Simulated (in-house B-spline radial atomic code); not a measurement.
# Hf⁵⁺: ionisation energy by several methods

Aim: the ionisation energy of Hf⁵⁺ by several methods, each as the difference of two self-consistent energies (Hf⁵⁺ and the next ion, [Kr] 4d10 4f13 5s2 5p5).

The numbers are computed with in-house B-spline radial atomic code version 1 (scalar-relativistic (X2C), several functionals, spin-polarised; spherical all-electron atom at the radial basis limit), except any that are marked as measured or tabulated.

**1. Starting point**

| Quantity | Value |
| --- | --- |
| element | hafnium (Z = 72) |
| charge | +5 |
| electrons | 67 |
| configuration | [Xe] 4f13 |
| nucleus | Fermi, rms radius 5.347 fm |

The outer shells:

[Xe] 4f13
```
[Xe] core
4f [↑↓][↑↓][↑↓][↑↓][↑↓][↑↓][↑ ]
```

Where spins are not typed, each open shell is filled with up spins first.

**2. PBE, a GGA**

Input settings:

```ini
Z = 72
electrons = 67.0
configuration = [Xe] 4f13
hamiltonian = x2c
method = pbe,pbe
spin_polarised = True
nucleus = fermi
rms_radius = 5.347
mass_number = 180
atomic_mass = 179.946559537
speed_of_light = 137.035999084
```

**3. BLYP, a GGA**

Settings: those of step 2 with these lines changed.

```diff
@@ -4,3 +4,3 @@
 hamiltonian = x2c
-method = pbe,pbe
+method = b88,lyp
 spin_polarised = True
```

**4. revTPSS, a meta-GGA**

Settings: those of step 3 with these lines changed.

```diff
@@ -4,3 +4,3 @@
 hamiltonian = x2c
-method = b88,lyp
+method = revtpss,revtpss
 spin_polarised = True
```

**5. AM05, a GGA**

Settings: those of step 4 with these lines changed.

```diff
@@ -4,3 +4,3 @@
 hamiltonian = x2c
-method = revtpss,revtpss
+method = am05
 spin_polarised = True
```

**6. PBEsol, a GGA**

Settings: those of step 5 with these lines changed.

```diff
@@ -4,3 +4,3 @@
 hamiltonian = x2c
-method = am05
+method = pbesol
 spin_polarised = True
```

**7. LDA (PW92)**

Settings: those of step 6 with these lines changed.

```diff
@@ -4,3 +4,3 @@
 hamiltonian = x2c
-method = pbesol
+method = lda,pw
 spin_polarised = True
```

Q: The tabulated ionisation energy is 98 ± 5 eV (tabulated theoretical; NIST Atomic Spectra Database). What does each method give, and which comes nearest?

The runs gave:

| method | rung | total energy (hartree) | ΔSCF (eV) | −ε highest (eV) | ΔSCF less tabulated (eV) |
| --- | --- | --- | --- | --- | --- |
| LDA (PW92) | LDA | -15063.4255 | 102.40 | 81.70 (4f down) | +4.40 |
| PBE | GGA | -15073.3321 | 101.99 | 81.29 (4f down) | +3.99 |
| BLYP | GGA | -15074.2803 | 101.85 | 81.06 (4f down) | +3.85 |
| AM05 | GGA | -15063.9977 | 102.12 | 81.44 (4f down) | +4.12 |
| PBEsol | GGA | -15068.4566 | 102.07 | 81.36 (4f down) | +4.07 |
| revTPSS | meta-GGA | -15071.3217 | 102.25 | 81.09 (4f down) | +4.25 |

What this shows: The tabulated ionisation energy is 98 ± 5 eV (tabulated theoretical; NIST Atomic Spectra Database). BLYP comes nearest (+3.85 eV) and LDA (PW92) is farthest (+4.40 eV, 4.5 %). Mean absolute error by rung (exchange-only levels left out): LDA 4.40 eV, GGA 4.01 eV, meta-GGA 4.25 eV. The table's own uncertainty is as large as these misses, so the order means little. All methods miss on the same side by much the same amount, which points to something that they share. Relativistic terms that these runs lack can be as large as the gaps between close methods, so the nearest may be so by luck. PBE is off by +3.99 eV. Spin-orbit coupling is left out. Open shells are averaged (over orientations, and over spins where the run is restricted), while tables refer to the lowest levels. ΔSCF removes a 5p electron, which is never the highest level here, so the two columns refer to different electrons.
